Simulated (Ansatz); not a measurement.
**YbSe: strong compression**

How does YbSe (rocksalt type) answer strong compression? Methods of the runs shown: PAW. Its runs: cell relaxed at zero pressure (PAW); volume scaled by 1 (PAW and PAW (core large)); volume scaled by 0.95 (PAW); volume scaled by 0.85 (PAW); volume scaled by 0.75 (PAW); volume scaled by 0.65 (PAW); volume scaled by 0.55 (PAW); volume scaled by 0.45 (PAW and PAW (partial_waves polarizable)); volume scaled by 0.4 (PAW and PAW (partial_waves polarizable)).

Program: Ansatz 0.2.0. Level of theory: DFT r²SCAN, with the methods named in each step. These are calculated values, not measurements.

### 1 The starting structure

The structure is cubic, space group Fm-3m (No. 225). Conventional cell: a = 5.653 Å, b = 5.653 Å, c = 5.653 Å, α = 90.00°, β = 90.00°, γ = 90.00°. Yb (site symmetry m-3m) is surrounded by 6 Se at 2.83 Å. Around Se (site symmetry m-3m) lie 6 Yb at 2.83 Å.

Coordinates:

```
CELL_PARAMETERS angstrom
0.00000 2.82658 2.82658
2.82658 0.00000 2.82658
2.82658 2.82658 0.00000
ATOMIC_POSITIONS crystal
Yb 0.00000 0.00000 0.00000
Se 0.50000 0.50000 0.50000
```

Whether this phase is the stable one at these pressures isn't tested.

Atoms are numbered in the order of the input: Yb1, Se2.

### 2 Cell relaxed at zero pressure, PAW

File input.yaml:

```yaml
crystal:
  lattice:
    - [0.0, 2.8265846773, 2.8265846773]
    - [2.8265846773, 0.0, 2.8265846773]
    - [2.8265846773, 2.8265846773, 0.0]
  atoms:
    - { symbol: Yb, position: [0.0, 0.0, 0.0] }
    - { symbol: Se, position: [0.5, 0.5, 0.5] }
kpoints:
  mp_grid: { grid: [13, 13, 13] }
scf:
  occupations: { method: fermi_dirac, width: 0.05 }
hamiltonian:
  xc: r2scan
  pseudopotentials: { kind: paw }
output:
  forces: true
  stress: true
relax:
  f_tol: 0.005
  max_steps: 40
  cell: {}
```

Started as:

```console
ansatz run input.yaml --threads 1 --pin off --max-ram 3072MiB --backend cpu --events-out ev --progress --plain --runs-dir out
```

After this run come: Volume scaled by 1, PAW; Volume scaled by 1, PAW (core large); Volume scaled by 0.95, PAW; Volume scaled by 0.85, PAW; Volume scaled by 0.75, PAW; Volume scaled by 0.65, PAW; Volume scaled by 0.55, PAW; Volume scaled by 0.45, PAW; Volume scaled by 0.45, PAW (partial_waves polarizable); Volume scaled by 0.4, PAW; Volume scaled by 0.4, PAW (partial_waves polarizable).

What does the calculation give? Wanted: PAW pressure at 0.4 of the volume; PAW; fitted bulk modulus at zero pressure.

As calculated:

| quantity | value |
| --- | --- |
| PAW pressure at 0.4 of the volume | 354.8 GPa |
| PAW (partial_waves polarizable) pressure at 0.4 of the volume | 354.8 GPa |
| fitted bulk modulus at zero pressure (PAW) | 59 GPa |
| its pressure derivative | 4.06 |

By PAW the pressure climbs to 355 GPa at 0.4 of the first volume. One third-order Birch-Murnaghan curve follows these points (B₀ = 59 GPa, B′ = 4.06, misfit at most 1.07 GPa). A fit over so wide a range leans to the high pressures, so B₀ can be off by several per cent. No all-electron run checks these rows here, and frozen cores can fail under such compression. The ions are at rest, and the electrons smeared by 0.05 eV. Spin-orbit coupling is left out, though the cell holds Yb; in elements this heavy it can shift bands and gaps by tenths of an eV.
